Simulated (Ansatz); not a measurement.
# Ge4P: from a guess to a relaxed structure, part 2 of 2

The task: take a trial cell of Ge4P to zero force and stress.

Ansatz 0.2.0; DFT PBE, scalar-relativistic, plane waves, PAW.

## (4) Full relaxation

The end of the coarse run is made exact in the group found at a tolerance of 0.06 Å and reduced to its primitive cell.

The input, input.yaml:

```yaml
crystal:
  lattice:
    - [-3.0259153919, 3.0259153919, 3.0259153919]
    - [3.0259153919, -3.0259153919, 3.0259153919]
    - [3.0259153919, 3.0259153919, -3.0259153919]
  atoms:
    - { symbol: Ge, position: [0.4645326811, 0.4645326811, 0.4645326811] }
    - { symbol: Ge, position: [0.0, 0.0, 0.5354673189] }
    - { symbol: Ge, position: [0.0, 0.5354673189, 0.0] }
    - { symbol: Ge, position: [0.5354673189, 0.0, 0.0] }
    - { symbol: P, position: [0.0, 0.0, 0.0] }
basis:
  ecutwfc: 420
kpoints:
  mp_grid: { grid: [10, 10, 10] }
hamiltonian:
  xc: pbe
scf:
  occupations: { method: gaussian, width: 0.1 }
output:
  forces: true
  stress: true
  eigenvalues: true
relax:
  adjacent_minimum: "off"
  f_tol: 0.01
  max_steps: 80
  cell: { stress_tol: 0.05 }
```

On the command line:

```console
ansatz run input.yaml --threads 1 --pin off --max-ram 2560MiB --backend cpu --events-out ev --progress --plain --runs-dir out
```

Standard output:

```text
Warning: RAYON_NUM_THREADS=1 ignored (pool sized by the plan → 1); use --threads N
Engine: ansatz 0.2.0, x86_64-unknown-linux-gnu
Pseudopotentials: kind: paw
Pseudopotential: Ge, paw, valence charge 14, recommended cutoff 420 eV (normal), Ge.paw.azcp
Pseudopotential: P, paw, valence charge 5, recommended cutoff 420 eV (normal), P.paw.azcp
Functional definition: PBE
  parameter kappa = 0.804
  parameter beta = 0.06672455060314922
  exchange = pbe_x(kappa = kappa, mu = beta*pi^2/3)
  correlation = pbe_c(beta = beta)
Crystal: 5 atoms, lattice volume = 110.823 Å³
Basis set: ecut = 420 eV, 2171 PW (Γ), exchange–correlation on 72×72×72 points (8 copies of the dense FFT grid, shifted against one another)
Bands: 37, of which v1, the nominal top of the filled ones, is band 31 counted from 1 (30 counted from 0)
Symmetry: 24 space group operations
Space group: I-43m (ITA 217), of the structure as read, at distance tolerance 4.8e-5 Å
k-points: 47 of 1000 (time reversal used)
Non-local potential: Ge, projectors of the file, l = 0: 2, l = 1: 2, l = 2: 3, l = 3: 1
Non-local potential: P, projectors of the file, l = 0: 2, l = 1: 2, l = 2: 2
PAW form: soft (Blöchl's): semilocal exchange-correlation on the pseudo side does not see the compensation charge
PAW one-centre angular grid: Ge, 590 points (default); XC on 64 Gauss nodes
PAW one-centre angular grid: P, 110 points (default); XC on 64 Gauss nodes
Initial density: superposition of atomic densities (neutral atoms: chi_scale 0, normalization atom), corrected by the library's trained network
Initial wavefunctions: pseudopotential atomic-orbital guess
Functional: x = pbe(κ = 0.804, μ = 0.2195149727645171), c = pbe(β = 0.06672455060314922)
SCF iter   1: F=—  HF=-17933.224134 eV  |F-HF|=—  |Δ(HF+E_count)|=         —  Δρ=2.71e-3  dr2=7.93e-3  ethr=1.77e-3  ⟨swp⟩=6.6  Hψ=7126  notcnv=0  defer=1
preconditioner: auto → Kerker (q_TF=auto, 2.470 Å⁻¹)  [metal: Δε(μ)=0.025 eV  Ē_g=20.556 eV  σ=0.100 eV  W_gap=0.14  n_scr=18 (ndim 8)  ℏωp=27.5 eV  f_vac=0.009  D(μ)=3.23/eV (n_scr^D=18)]
SCF iter   2: F=—  HF=-17933.221246 eV  |F-HF|=—  |Δ(HF+E_count)|=   2.89e-3  Δρ=1.58e-3  dr2=2.29e-3  ethr=1.30e-5  ⟨swp⟩=3.2  Hψ=3747  notcnv=0  defer=1
SCF iter   3: F=—  HF=-17933.221247 eV  |F-HF|=—  |Δ(HF+E_count)|=   8.74e-7  Δρ=5.99e-4  dr2=2.33e-4  ethr=3.76e-6  ⟨swp⟩=2.0  Hψ=3070  notcnv=0  defer=1
SCF iter   4: F=—  HF=-17933.220974 eV  |F-HF|=—  |Δ(HF+E_count)|=   2.74e-4  Δρ=2.07e-4  dr2=3.58e-5  ethr=3.82e-7  ⟨swp⟩=2.0  Hψ=3114  notcnv=0  defer=1
SCF iter   5: F=—  HF=-17933.220990 eV  |F-HF|=—  |Δ(HF+E_count)|=   1.67e-5  Δρ=7.39e-5  dr2=7.23e-6  ethr=5.87e-8  ⟨swp⟩=2.0  Hψ=3099  notcnv=0  defer=1
SCF iter   6: F=—  HF=-17933.220989 eV  |F-HF|=—  |Δ(HF+E_count)|=   1.37e-6  Δρ=2.27e-5  dr2=1.13e-6  ethr=1.18e-8  ⟨swp⟩=2.0  Hψ=3131  notcnv=0  defer=1
SCF iter   7: F=-17933.220990 eV  HF=-17933.220990 eV  |F-HF|=9.49e-9  |Δ(HF+E_count)|=   5.84e-7  Δρ=7.54e-6  dr2=9.97e-8  ethr=1.64e-10  ⟨swp⟩=7.7  Hψ=7674  notcnv=0
SCF 1 converged in 7 iterations: F = -17933.220990 eV  dr2 = 9.97e-8
relax step   1: F+E_penalty+E_count = -17933.22098964 eV  Δ(F+E_penalty+E_count) = +0.000e0 eV  max|allowed force component| = 9.611e-2 eV/Å  Δτ_max = 0.0000 Å  P = -0.679 GPa  Ω = 110.823 Å³  (7 SCF iters, dr2 threshold 1.00e-7 eV, accepted)
Crystal: 5 atoms, lattice volume = 107.236 Å³
Basis set: ecut = 420 eV, 2123 PW (Γ), exchange–correlation on 72×72×72 points (8 copies of the dense FFT grid, shifted against one another)
Initial density: handed on by an earlier stage of this run
Initial wavefunctions: those handed on with the density
iter 1 solved again at ethr=4.86e-6 eV; its pass at ethr=3.10e-3 eV (dr2=2.96e-3 eV) is discarded
SCF iter   1: F=—  HF=-17933.243060 eV  |F-HF|=—  |Δ(HF+E_count)|=         —  Δρ=2.13e-3  dr2=3.04e-3  ethr=4.86e-6  ⟨swp⟩=2.0  Hψ=8780  notcnv=0
preconditioner: auto → Kerker (q_TF=auto, 2.483 Å⁻¹)  [metal: Δε(μ)=0.014 eV  Ē_g=20.631 eV  σ=0.100 eV  W_gap=0.08  n_scr=18 (ndim 8)  ℏωp=28.0 eV  f_vac=0.004  D(μ)=3.02/eV (n_scr^D=18)]
SCF iter   2: F=—  HF=-17933.242869 eV  |F-HF|=—  |Δ(HF+E_count)|=   1.92e-4  Δρ=1.28e-3  dr2=1.14e-3  ethr=4.86e-6  ⟨swp⟩=1.1  Hψ=1742  notcnv=0
SCF iter   3: F=—  HF=-17933.242824 eV  |F-HF|=—  |Δ(HF+E_count)|=   4.44e-5  Δρ=1.41e-4  dr2=3.36e-5  ethr=1.87e-6  ⟨swp⟩=2.4  Hψ=2215  notcnv=0
SCF iter   4: F=—  HF=-17933.242862 eV  |F-HF|=—  |Δ(HF+E_count)|=   3.82e-5  Δρ=5.89e-5  dr2=6.47e-6  ethr=5.51e-8  ⟨swp⟩=2.0  Hψ=3167  notcnv=0
SCF iter   5: F=—  HF=-17933.242862 eV  |F-HF|=—  |Δ(HF+E_count)|=   1.10e-8  Δρ=2.92e-5  dr2=1.59e-6  ethr=1.06e-8  ⟨swp⟩=2.0  Hψ=3202  notcnv=0
SCF iter   6: F=-17933.242863 eV  HF=-17933.242863 eV  |F-HF|=6.85e-8  |Δ(HF+E_count)|=   3.03e-7  Δρ=1.13e-5  dr2=1.38e-7  ethr=8.20e-10  ⟨swp⟩=7.1  Hψ=6765  notcnv=0
SCF 2 converged in 6 iterations: F = -17933.242863 eV  dr2 = 1.38e-7
relax step   2: F+E_penalty+E_count = -17933.24286265 eV  Δ(F+E_penalty+E_count) = -2.187e-2 eV  max|allowed force component| = 7.124e-2 eV/Å  Δτ_max = 0.0353 Å  P = +0.638 GPa  Ω = 107.236 Å³  energy of the carried Pulay correction = +5.889e-4 eV  (6 SCF iters, dr2 threshold 5.00e-7 eV, accepted)
Crystal: 5 atoms, lattice volume = 107.426 Å³
iter 1 solved again at ethr=4.19e-6 eV; its pass at ethr=3.10e-3 eV (dr2=2.56e-3 eV) is discarded
SCF iter   1: F=—  HF=-17933.252943 eV  |F-HF|=—  |Δ(HF+E_count)|=         —  Δρ=1.88e-3  dr2=2.64e-3  ethr=4.19e-6  ⟨swp⟩=2.1  Hψ=7392  notcnv=0
preconditioner: auto → Kerker (q_TF=auto, 2.483 Å⁻¹)  [metal: Δε(μ)=0.025 eV  Ē_g=20.633 eV  σ=0.100 eV  W_gap=0.14  n_scr=18 (ndim 8)  ℏωp=28.0 eV  f_vac=0.006  D(μ)=3.21/eV (n_scr^D=18)]
SCF iter   2: F=—  HF=-17933.252705 eV  |F-HF|=—  |Δ(HF+E_count)|=   2.38e-4  Δρ=1.12e-3  dr2=8.62e-4  ethr=4.19e-6  ⟨swp⟩=1.0  Hψ=1741  notcnv=0
SCF iter   3: F=—  HF=-17933.252633 eV  |F-HF|=—  |Δ(HF+E_count)|=   7.21e-5  Δρ=1.21e-4  dr2=1.11e-5  ethr=1.41e-6  ⟨swp⟩=1.8  Hψ=1835  notcnv=0
SCF iter   4: F=—  HF=-17933.252664 eV  |F-HF|=—  |Δ(HF+E_count)|=   3.05e-5  Δρ=2.90e-5  dr2=9.08e-7  ethr=1.83e-8  ⟨swp⟩=2.4  Hψ=3307  notcnv=0
SCF iter   5: F=-17933.252664 eV  HF=-17933.252664 eV  |F-HF|=1.01e-7  |Δ(HF+E_count)|=   7.88e-8  Δρ=1.44e-5  dr2=2.01e-7  ethr=8.20e-10  ⟨swp⟩=7.3  Hψ=6950  notcnv=0
SCF 3 converged in 5 iterations: F = -17933.252664 eV  dr2 = 2.01e-7
relax step   3: F+E_penalty+E_count = -17933.25266391 eV  Δ(F+E_penalty+E_count) = -9.801e-3 eV  max|allowed force component| = 3.505e-2 eV/Å  Δτ_max = 0.0262 Å  P = +0.272 GPa  Ω = 107.426 Å³  energy of the carried Pulay correction = +5.572e-4 eV  (5 SCF iters, dr2 threshold 5.00e-7 eV, accepted)
Crystal: 5 atoms, lattice volume = 107.420 Å³
iter 1 solved again at ethr=4.30e-6 eV; its pass at ethr=3.10e-3 eV (dr2=2.62e-3 eV) is discarded
SCF iter   1: F=—  HF=-17933.257263 eV  |F-HF|=—  |Δ(HF+E_count)|=         —  Δρ=1.94e-3  dr2=2.70e-3  ethr=4.30e-6  ⟨swp⟩=2.0  Hψ=7393  notcnv=0
preconditioner: auto → Kerker (q_TF=auto, 2.483 Å⁻¹)  [metal: Δε(μ)=0.013 eV  Ē_g=20.619 eV  σ=0.100 eV  W_gap=0.07  n_scr=18 (ndim 8)  ℏωp=28.0 eV  f_vac=0.006  D(μ)=3.38/eV (n_scr^D=18)]
SCF iter   2: F=—  HF=-17933.257047 eV  |F-HF|=—  |Δ(HF+E_count)|=   2.16e-4  Δρ=1.16e-3  dr2=9.02e-4  ethr=4.30e-6  ⟨swp⟩=1.0  Hψ=1739  notcnv=0
SCF iter   3: F=—  HF=-17933.256983 eV  |F-HF|=—  |Δ(HF+E_count)|=   6.39e-5  Δρ=1.18e-4  dr2=1.03e-5  ethr=1.48e-6  ⟨swp⟩=1.4  Hψ=1770  notcnv=0
SCF iter   4: F=—  HF=-17933.256991 eV  |F-HF|=—  |Δ(HF+E_count)|=   7.99e-6  Δρ=3.31e-5  dr2=1.06e-6  ethr=1.69e-8  ⟨swp⟩=2.0  Hψ=3168  notcnv=0
SCF iter   5: F=—  HF=-17933.256991 eV  |F-HF|=—  |Δ(HF+E_count)|=   1.26e-7  Δρ=1.59e-5  dr2=2.52e-7  ethr=3.04e-10  ⟨swp⟩=7.6  Hψ=7869  notcnv=0
SCF iter   6: F=-17933.256991 eV  HF=-17933.256991 eV  |F-HF|=9.10e-9  |Δ(HF+E_count)|=   8.69e-8  Δρ=4.69e-6  dr2=4.81e-8  ethr=3.04e-10  ⟨swp⟩=4.2  Hψ=5364  notcnv=0
SCF 4 converged in 6 iterations: F = -17933.256991 eV  dr2 = 4.81e-8
relax step   4: F+E_penalty+E_count = -17933.25699144 eV  Δ(F+E_penalty+E_count) = -4.328e-3 eV  max|allowed force component| = 1.394e-2 eV/Å  Δτ_max = 0.0268 Å  P = +0.065 GPa  Ω = 107.420 Å³  energy of the carried Pulay correction = +5.583e-4 eV  (6 SCF iters, dr2 threshold 1.85e-7 eV, accepted)
Crystal: 5 atoms, lattice volume = 107.167 Å³
iter 1 solved again at ethr=6.62e-6 eV; its pass at ethr=3.10e-3 eV (dr2=4.04e-3 eV) is discarded
SCF iter   1: F=—  HF=-17933.258884 eV  |F-HF|=—  |Δ(HF+E_count)|=         —  Δρ=2.48e-3  dr2=4.09e-3  ethr=6.62e-6  ⟨swp⟩=2.0  Hψ=7531  notcnv=0
preconditioner: auto → Kerker (q_TF=auto, 2.484 Å⁻¹)  [metal: Δε(μ)=0.021 eV  Ē_g=20.619 eV  σ=0.100 eV  W_gap=0.12  n_scr=18 (ndim 8)  ℏωp=28.0 eV  f_vac=0.006  D(μ)=3.62/eV (n_scr^D=18)]
SCF iter   2: F=—  HF=-17933.258618 eV  |F-HF|=—  |Δ(HF+E_count)|=   2.65e-4  Δρ=1.50e-3  dr2=1.42e-3  ethr=6.62e-6  ⟨swp⟩=1.0  Hψ=1740  notcnv=0
SCF iter   3: F=—  HF=-17933.258546 eV  |F-HF|=—  |Δ(HF+E_count)|=   7.29e-5  Δρ=1.33e-4  dr2=1.20e-5  ethr=2.32e-6  ⟨swp⟩=1.2  Hψ=1749  notcnv=0
SCF iter   4: F=—  HF=-17933.258550 eV  |F-HF|=—  |Δ(HF+E_count)|=   4.56e-6  Δρ=3.62e-5  dr2=9.55e-7  ethr=1.96e-8  ⟨swp⟩=2.2  Hψ=3263  notcnv=0
SCF iter   5: F=—  HF=-17933.258551 eV  |F-HF|=—  |Δ(HF+E_count)|=   4.59e-7  Δρ=1.47e-5  dr2=1.29e-7  ethr=1.57e-9  ⟨swp⟩=2.0  Hψ=3211  notcnv=0
SCF iter   6: F=—  HF=-17933.258550 eV  |F-HF|=—  |Δ(HF+E_count)|=   6.83e-8  Δρ=3.78e-6  dr2=2.44e-8  ethr=2.12e-10  ⟨swp⟩=2.0  Hψ=3204  notcnv=0
SCF iter   7: F=-17933.258550 eV  HF=-17933.258550 eV  |F-HF|=1.31e-9  |Δ(HF+E_count)|=   8.62e-9  Δρ=1.42e-6  dr2=3.20e-9  ethr=1.99e-11  ⟨swp⟩=6.8  Hψ=6362  notcnv=0
SCF 5 converged in 7 iterations: F = -17933.258550 eV  dr2 = 3.20e-9
relax step   5: F+E_penalty+E_count = -17933.25855048 eV  Δ(F+E_penalty+E_count) = -1.559e-3 eV  max|allowed force component| = 1.347e-3 eV/Å  Δτ_max = 0.0343 Å  P = -0.001 GPa  Ω = 107.167 Å³  energy of the carried Pulay correction = +6.005e-4 eV  (7 SCF iters, dr2 threshold 1.21e-8 eV, accepted)
Initial wavefunctions: pseudopotential atomic-orbital guess (no wavefunctions were taken with the density)
iter 1 solved again at ethr=8.37e-8 eV; its pass at ethr=3.10e-3 eV (dr2=5.10e-5 eV) is discarded
SCF iter   1: F=—  HF=-17933.257960 eV  |F-HF|=—  |Δ(HF+E_count)|=         —  Δρ=1.79e-5  dr2=8.55e-8  ethr=8.37e-8  ⟨swp⟩=3.8  Hψ=11299  notcnv=0
preconditioner: auto → Kerker (q_TF=auto, 2.484 Å⁻¹)  [metal: Δε(μ)=0.021 eV  Ē_g=20.621 eV  σ=0.100 eV  W_gap=0.12  n_scr=18 (ndim 8)  ℏωp=28.0 eV  f_vac=0.005  D(μ)=3.63/eV (n_scr^D=18)]
SCF iter   2: F=—  HF=-17933.257963 eV  |F-HF|=—  |Δ(HF+E_count)|=   2.79e-6  Δρ=1.63e-5  dr2=1.33e-7  ethr=1.40e-10  ⟨swp⟩=2.6  Hψ=3272  notcnv=0
SCF iter   3: F=—  HF=-17933.257963 eV  |F-HF|=—  |Δ(HF+E_count)|=   7.37e-8  Δρ=6.47e-6  dr2=2.42e-8  ethr=1.40e-10  ⟨swp⟩=2.0  Hψ=2197  notcnv=0
SCF iter   4: F=—  HF=-17933.257963 eV  |F-HF|=—  |Δ(HF+E_count)|=   5.48e-9  Δρ=9.22e-7  dr2=1.24e-9  ethr=3.96e-11  ⟨swp⟩=3.0  Hψ=3266  notcnv=0
SCF iter   5: F=—  HF=-17933.257963 eV  |F-HF|=—  |Δ(HF+E_count)|=  4.15e-10  Δρ=2.62e-7  dr2=1.26e-10  ethr=2.04e-12  ⟨swp⟩=2.0  Hψ=3199  notcnv=0
SCF iter   6: F=-17933.257963 eV  HF=-17933.257963 eV  |F-HF|=3.64e-12  |Δ(HF+E_count)|=  1.46e-11  Δρ=9.08e-8  dr2=1.30e-11  ethr=1.00e-12  ⟨swp⟩=6.3  Hψ=6296  notcnv=0
SCF 6 converged in 6 iterations: F = -17933.257963 eV  dr2 = 1.30e-11
relax step   6: F+E_penalty+E_count = -17933.25796321 eV  Δ(F+E_penalty+E_count) = +5.873e-4 eV  max|allowed force component| = 1.361e-3 eV/Å  Δτ_max = 0.0000 Å  P = -0.000 GPa  Ω = 107.167 Å³  stress off target by 3.29e-4 GPa  SCF on the basis re-selected at this cell (its energy is not comparable with the rows above)  (6 SCF iters)
basis re-selected at this cell: Δ(F+E_penalty+E_count) = +5.873e-4 eV, ΔP = +0.000 GPa vs the last step (what re-selecting the basis moved, of the pressure what is left beyond the Pulay correction that the steps carried, after the strain that the cell walked since its last selection, with what the two solves' SCF thresholds leave and, on support functions, any second-order correction that the steps lacked; it is no measure of the basis error at this ecutwfc). This SCF's stress stands 3.29e-4 GPa from its target on what of the cell is left free (relax.cell.stress_tol is 5.00e-2 GPa) and its largest allowed force component is 1.36e-3 eV/Å (relax.f_tol is 1.00e-2 eV/Å): within both
SCF converged after 6 iterations
Free energy (F): -17933.257963 eV
Harris-Foulkes:  -17933.257963 eV  (|F-HF|=3.64e-12)
Internal energy: -17933.239803 eV  (E = F + TS)
E sigma→0 (E₀):  -17933.248883 eV
Entropy (-TS):   -0.018160 eV (-3.632 meV/atom)
Fermi energy:    8.478798 eV
--- Per-component energies (eV) ---
  E_band       = -579.090799
  E_kinetic    = 508.877234
  E_local      = -9584.332723  (includes V_loc(G=0)·N_el)
  E_nonlocal   = 1693.789698
  E_hartree    = 4175.318267
  E_xc         = -362.016810
  E_vxc        = -316.335291  (∫ρ·V_xc dr)
  E_paw        = -8633.883708  (= ΣΔE_a)
  E_vpaw       = -1231.727795  (= ΣTr[D̂ρ^β])
  E_aug_tail   = 0.001330  (compensation charges beyond the density's cutoff)
  E_ewald      = -5730.993091
  E_smearing   = -0.018160  (= −TS)
  E_closure    = -0.000000  (closes the sum)
  Σ components = -17933.257963   (vs F -17933.257963, Δ=0.00e0)
--- Forces (eV/Å), atoms counted from 1 ---
  atom   1  Ge     0.00136061     0.00136061     0.00136061
  atom   2  Ge    -0.00136061    -0.00136061     0.00136061
  atom   3  Ge    -0.00136061     0.00136061    -0.00136061
  atom   4  Ge     0.00136061    -0.00136061    -0.00136061
  atom   5  P     -0.00000000    -0.00000000     0.00000000
  max |Σ_I F_I| component: 2.63e-17 eV/Å
--- Stress (GPa, compression-positive) ---
       -0.000329       0.000000       0.000000
        0.000000      -0.000329       0.000000
        0.000000       0.000000      -0.000329
  P = ⅓ Tr σ = -0.0003 GPa (-0.003 kbar)
--- Band table (eV; the first three rows and the last of 47) ---
  k-point 0: bands = ["-16.1753", "-16.1741", "-16.1741", "-16.1290", "-16.1290", "-16.1290", "-16.1265", "-16.1265", "-16.1107", "-16.1107", "-16.1107", "-16.0910", "-16.0910", "-16.0910", "-16.0713", "-16.0713", "-16.0713", "-16.0362", "-16.0362", "-16.0362", "-4.9715", "1.8942", "2.0551", "2.0551", "2.0551", "2.9250", "2.9250", "2.9250", "6.4343", "6.4343", "6.4343", "11.1887", "11.1887", "11.7878", "11.7878", "11.7878", "15.6107"]
  k-point 1: bands = ["-16.1735", "-16.1728", "-16.1710", "-16.1300", "-16.1276", "-16.1275", "-16.1252", "-16.1250", "-16.1119", "-16.1106", "-16.1105", "-16.0920", "-16.0909", "-16.0908", "-16.0725", "-16.0718", "-16.0718", "-16.0396", "-16.0378", "-16.0378", "-4.9134", "1.1842", "1.6547", "1.9785", "1.9965", "2.9311", "3.4649", "3.7514", "6.4419", "6.4578", "6.6741", "11.1955", "11.3107", "11.5360", "11.5514", "11.8385", "15.2854"]
  k-point 2: bands = ["-16.1697", "-16.1677", "-16.1620", "-16.1331", "-16.1241", "-16.1235", "-16.1212", "-16.1207", "-16.1153", "-16.1103", "-16.1100", "-16.0947", "-16.0905", "-16.0902", "-16.0761", "-16.0732", "-16.0731", "-16.0494", "-16.0425", "-16.0425", "-4.7458", "0.1924", "1.1516", "1.7955", "1.9222", "2.9528", "4.4246", "4.9455", "6.4951", "6.5922", "7.3332", "10.3638", "10.4591", "11.9217", "12.0262", "12.3802", "13.8611"]
  k-point 46: bands = ["-16.1682", "-16.1682", "-16.1682", "-16.1449", "-16.1449", "-16.1449", "-16.1058", "-16.1058", "-16.1058", "-16.0926", "-16.0926", "-16.0926", "-16.0885", "-16.0868", "-16.0868", "-16.0868", "-16.0666", "-16.0666", "-16.0342", "-16.0342", "-3.3550", "-1.0129", "-1.0129", "-1.0129", "4.0509", "4.0509", "5.0736", "7.6013", "7.6013", "7.6013", "8.7373", "8.7373", "8.7373", "10.5964", "13.8345", "13.8345", "13.8345"]
--- Relaxed structure (5 steps of the walk, 5 accepted, 1 SCFs on fresh bases) ---
  F+E_penalty+E_count = -17933.25796321 eV   max|allowed force component| = 1.361e-3 eV/Å   (the final SCF, on the basis selected at the relaxed cell)
  cell:  # Å, volume = 107.1672 Å³
    - [-2.992269018711322, 2.992269018711322, 2.992269018711322]
    - [2.992269018711322, -2.992269018711322, 2.992269018711322]
    - [2.992269018711322, 2.992269018711322, -2.992269018711322]
  atoms:
    - { symbol: Ge, position: [0.487917970236797, 0.487917970236797, 0.487917970236797] }
    - { symbol: Ge, position: [0.0, 0.0, 0.512082029763203] }
    - { symbol: Ge, position: [0.0, 0.512082029763203, 0.0] }
    - { symbol: Ge, position: [0.512082029763203, 0.0, 0.0] }
    - { symbol: P, position: [1.1465776476238868e-19, 7.452754709555268e-19, 6.306177061931381e-19] }
```

Run time: 3 min. Hardware: 1 thread of AMD EPYC (Zen 3), shared host; peak memory 0.46 GiB.

Step by step:

| step | E - E(step 1) (eV/cell) | largest force component (eV/Å) | pressure (GPa) | volume (Å³) |
| --- | --- | --- | --- | --- |
| 1 | 0.0000 | 0.0961 | -0.68 | 110.82 |
| 2 | -0.0219 | 0.0712 | 0.64 | 107.24 |
| 3 | -0.0317 | 0.0350 | 0.27 | 107.43 |
| 4 | -0.0360 | 0.0139 | 0.06 | 107.42 |
| 5 | -0.0376 | 0.0013 | 0.00 | 107.17 |
| 6 | -0.0370 | 0.0014 | 0.00 | 107.17 |

Step 1 is the start. Step 6 repeats the geometry before it on a plane-wave basis chosen anew for that cell, so its energy need not be comparable with the rows above.

Lengths and angles in the start's conventional setting:

|  | before | after | change |
| --- | --- | --- | --- |
| a (Å) | 6.052 | 5.985 | -1.1 % |
| b (Å) | 6.052 | 5.985 | -1.1 % |
| c (Å) | 6.052 | 5.985 | -1.1 % |
| volume (Å³/atom) | 22.16 | 21.43 | -3.3 % |
| shortest distance (Å) | 2.435 | 2.529 | +3.9 % |
| space group (0.01 Å) | I-43m | I-43m | same |

Forces and stress were held to the start's 24 operations: a distortion of lower symmetry was not tested.

## (5) Changed: xc pbesol, mixing.algorithm broyden, mixing.beta 0.7, accuracy high, ecutwfc left out

The input, input.yaml:

```yaml
crystal:
  lattice:
    - [-2.9922690187, 2.9922690187, 2.9922690187]
    - [2.9922690187, -2.9922690187, 2.9922690187]
    - [2.9922690187, 2.9922690187, -2.9922690187]
  atoms:
    - { symbol: Ge, position: [0.4879179702, 0.4879179702, 0.4879179702] }
    - { symbol: Ge, position: [0.0, 0.0, 0.5120820298] }
    - { symbol: Ge, position: [0.0, 0.5120820298, 0.0] }
    - { symbol: Ge, position: [0.5120820298, 0.0, 0.0] }
    - { symbol: P, position: [0.0, 0.0, 0.0] }
kpoints:
  mp_grid: { grid: [10, 10, 10] }
hamiltonian:
  xc: pbesol
scf:
  occupations: { method: gaussian, width: 0.1 }
  mixing: { algorithm: broyden, beta: 0.7 }
output:
  forces: true
  eigenvalues: true
  stress: true
accuracy: high
```

On the command line:

```console
ansatz run input.yaml --threads 1 --pin off --max-ram 2560MiB --backend cpu --events-out ev --progress --plain --runs-dir out
```

Standard output (excerpt; [...] marks lines left out):

```text
Warning: RAYON_NUM_THREADS=1 ignored (pool sized by the plan → 1); use --threads N
[...]
Pseudopotentials: kind: paw
Pseudopotential: Ge, paw, valence charge 14, recommended cutoff 420 eV (normal), Ge.paw.azcp
Pseudopotential: P, paw, valence charge 5, recommended cutoff 420 eV (normal), P.paw.azcp
Functional definition: PBEsol
[...]
Crystal: 5 atoms, lattice volume = 107.167 Å³
[...]
  atom   2  Ge     0.00041318     0.00041318    -0.00041318
  atom   3  Ge     0.00041318    -0.00041318     0.00041318
  atom   4  Ge    -0.00041318     0.00041318     0.00041318
  atom   5  P      0.00000000    -0.00000000    -0.00000000
[...]
--- Stress (GPa, compression-positive) ---
       -2.928400       0.000000      -0.000000
       -0.000000      -2.928400       0.000000
        0.000000       0.000000      -2.928400
  P = ⅓ Tr σ = -2.9284 GPa (-29.284 kbar)
--- Band table (eV; the first three rows and the last of 47) ---
[...]
```

Wall time 29 s (1 thread of AMD EPYC (Zen 3), shared host); peak memory 0.45 GiB.

```
    run     ending   energy change  pressure (GPa)  gap (eV)  force (eV/Å)  cycles   time
 step 4  converged               -             0.0      0.00          0.00       -  3 min
variant  converged  not comparable            -2.9      0.00          0.00      10   29 s
```

Total energies don't compare across a change of functional; the pressure goes from 0.0 to -2.9 GPa. The accuracy level changed too.

## (6) Results

The summary covers parts 1 to 2. Changes of volume or cell count from the first structure of part 1.

```
                              quantity                                                                      value
symmetry at the end (tolerance 0.05 Å)                                                space group I-43m (No. 217)
                     conventional cell  a = 5.985 Å, b = 5.985 Å, c = 5.985 Å, α = 90.00°, β = 90.00°, γ = 90.00°
                                volume                                                              21.43 Å³/atom
     energy over the elements, black P                                                              +0.47 eV/atom
                       gap on the mesh                                                               none (metal)
```

**Reading.** The space group I-43m (No. 217) is kept, and the volume per atom grows by 7.3 % from the first guess. With a positive formation energy it can't be a ground state. No finished test with a distortion of lower symmetry is shown, so the end may be a saddle point.
